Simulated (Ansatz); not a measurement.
Relaxation of a periodic cell of 21 atoms, H2C18O (surface graphene monolayer, adsorbate H2O), to a largest force component of 0.03 eV/Å in at most 60 steps.

Level of theory: DFT PBEsol, scalar-relativistic, plane waves, PAW (Ansatz 0.2.0). Settings: cutoff 420 eV, k mesh 2x2x1, gaussian smearing 0.05 eV, no spin polarisation.

```xyz
21
Lattice="7.3980 0.0000 0.0000 -3.6990 6.4069 0.0000 0.0000 0.0000 12.0000" Properties=species:S:1:pos:R:3
C 0.000 0.000 1.000
C 1.233 0.712 1.000
C -1.233 2.136 1.000
C 0.000 2.847 1.000
C -2.466 4.271 1.000
C -1.233 4.983 1.000
C 2.466 0.000 1.000
C 3.699 0.712 1.000
C 1.233 2.136 1.000
C 2.466 2.847 1.000
C 0.000 4.271 1.000
C 1.233 4.983 1.000
C 4.932 0.000 1.000
C 6.165 0.712 1.000
C 3.699 2.136 1.000
C 4.932 2.847 1.000
C 2.466 4.271 1.000
C 3.699 4.983 1.000
O 4.912 2.808 2.460
H 5.850 2.823 2.660
H 4.605 3.695 2.660
```

**Question.** Where does it end, and by what steps?

**Answer.** The run converged. The force dipped under the threshold on the way, but the program's further checks kept it going. Limits of this set-up: coarse k mesh, slab without dipole correction, no dispersion correction for a molecule that may bind weakly. After 50 steps the energy has fallen by 5.038 eV; H20 moved furthest, 1.91 Å. The start is strongly strained (largest force component 8 eV/Å), so its close contacts needn't be bonds. Parted: C16–O19.

```
step  energy less start (eV)  largest force component (eV/Å)  accepted
   0                  0.0000                           8.433       yes
   2                 -2.8752                           3.389       yes
   4                 -4.4166                           1.763       yes
   6                 -4.8994                           0.627       yes
   8                 -4.9945                           0.562       yes
  10                 -5.0100                           0.254       yes
  12                 -5.0145                           0.155       yes
  14                 -5.0163                           0.077       yes
  16                 -5.0169                           0.021       yes
  18                 -5.0145                           0.717        no
  20                 -5.0220                           0.166       yes
  22                 -5.0187                           0.901        no
  24                 -5.0313                           0.127       yes
  26                 -5.0306                           0.213        no
  28                 -5.0335                           0.144       yes
  30                 -5.0343                           0.105       yes
  32                 -5.0344                           0.383        no
  34                 -5.0360                           0.056       yes
  36                 -5.0364                           0.062       yes
  38                 -5.0314                           0.249        no
  40                 -5.0368                           0.055       yes
  42                 -5.0371                           0.052       yes
  44                 -5.0372                           0.054       yes
  46                 -5.0372                           0.093       yes
  48                 -5.0374                           0.005       yes
  50                 -5.0375                           0.012       yes
```

```xyz
21
Lattice="7.3980 0.0000 0.0000 -3.6990 6.4069 0.0000 0.0000 0.0000 12.0000" Properties=species:S:1:pos:R:3
C -0.031 -0.013 0.772
C 1.215 0.707 0.772
C -1.252 2.131 0.774
C -0.031 2.837 0.773
C -2.484 4.254 0.772
C -1.252 4.964 0.771
C 2.446 -0.004 0.772
C 3.667 0.701 0.772
C 1.216 2.117 0.772
C 2.446 2.828 0.772
C -0.031 4.259 0.772
C 1.215 4.978 0.772
C 4.914 -0.019 0.772
C 6.146 0.692 0.773
C 3.666 2.122 0.772
C 4.914 2.842 0.774
C 2.446 4.267 0.772
C 3.667 4.973 0.772
O 4.953 3.367 4.134
H 5.725 2.962 4.563
H 5.101 3.211 3.184
```

Run time: 6.6 min on 1 thread of Intel(R) Xeon(R) Platinum 8488C (Sapphire Rapids), on a shared host, peak memory 0.74 GiB.
